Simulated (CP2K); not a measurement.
PtSe:

```
Pt Se
1.0
     3.95755    0.00000    0.00000
     1.97878    3.42734    0.00000
     1.97878    1.14245    3.23133
Pt Se
1 1
Direct
  0.50000 0.50000 0.50000
  0.00000 0.00000 0.00000
```

The cell comes from a database or a generator and needn't be the stable form of this composition.

Base run:

| Item | Value |
| --- | --- |
| Program | CP2K 2026.2 |
| Functional | PBE |
| Potentials or basis | POTENTIAL_UZH Pt GTH-PBE-q18, Se GTH-PBE-q6; TZV2P-MOLOPT-PBE-GTH basis |
| Density cutoff | 7483 eV |
| k mesh | 8 × 8 × 8 |
| Occupations | fermi-dirac, width 0.05 eV |
| Spin | no spin polarisation |

Its results: band gap on the k mesh none (metal or under the smearing width); pressure -14.5 GPa.

Q: The run is repeated on the same cell with these changes: potentials or basis from POTENTIAL_UZH Pt GTH-PBE-q18, Se GTH-PBE-q6; TZV2P-MOLOPT-PBE-GTH basis to POTENTIAL_UZH Pt GTH-PBE-q18, Se GTH-PBE-q6; ccGRB-D basis; basis sets from Pt TZV2P-MOLOPT-PBE-GTH-q18, Se TZV2P-MOLOPT-PBE-GTH-q6 to Pt ccGRB-D-q18, Se ccGRB-D-q6. What comes out?

A: Band gap on the k mesh none (metal or under the smearing width); pressure -12.4 GPa.

Caveats: spin-orbit coupling is left out, which moves the levels of the heavy elements; the basis of atomic orbitals isn't converged, which shifts pressures, moduli and gaps.
